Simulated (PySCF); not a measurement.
# H9NOSi3: the cost of one run

The runs use PySCF 2.14.0, with density-fitted response routines of our own; the level of theory stands in each step. All values are computed, except where a source is named. Atoms are numbered from 0 throughout.

### 1 The molecule as given

14 atoms, charge 0, multiplicity 1; geometry from: GFN2-xTB. The atoms were then displaced at random by about 0.01 Å, so the start is not that level's minimum.

Bonds of the start (Å): N0–Si1 1.75, Si1–Si2 2.34, Si1–Si3 2.33, Si3–O4 1.61, N0–H5 0.99, N0–H6 1.01, Si1–H7 1.48, Si2–H8 1.45, Si2–H9 1.49, Si2–H10 1.46, Si3–H11 1.45, Si3–H12 1.46, O4–H13 0.95.

### 2 Relaxing the molecule at PBE0-D3(BJ)/def2-SVP

What the job is given:

```
{"job": {"xc": "PBE0", "basis": "def2-SVP", "d3": "d3bj", "grid": 1, "shake": 0.01, "kind": "geom"}, "charge": 0, "multiplicity": 1}
N     -1.217930    -1.800910     0.041190
Si    -0.384380    -0.381760    -0.541880
Si    -1.436230     1.661290    -0.101880
Si     1.775100    -0.667140     0.294650
O      2.388220     0.764370    -0.132610
H     -1.229120    -1.976920     1.020300
H     -2.155430    -1.948130    -0.317880
H     -0.423430    -0.608860    -2.005260
H     -2.801660     1.762010    -0.567770
H     -1.525660     1.935180     1.358950
H     -0.719560     2.807960    -0.660440
H      2.602430    -1.738350    -0.232830
H      1.840340    -0.814690     1.750710
H      3.280160     0.990880     0.086990
```

Command:

```console
$ OMP_NUM_THREADS=1 python probes_run.py task.json out
```

This one command runs all jobs of the session in turn.

**Question.** How long does this first job take on 1 thread of Arm Neoverse V1, shared host, and how much memory does it need?

About 90 s, with a peak of 0.52 GiB.
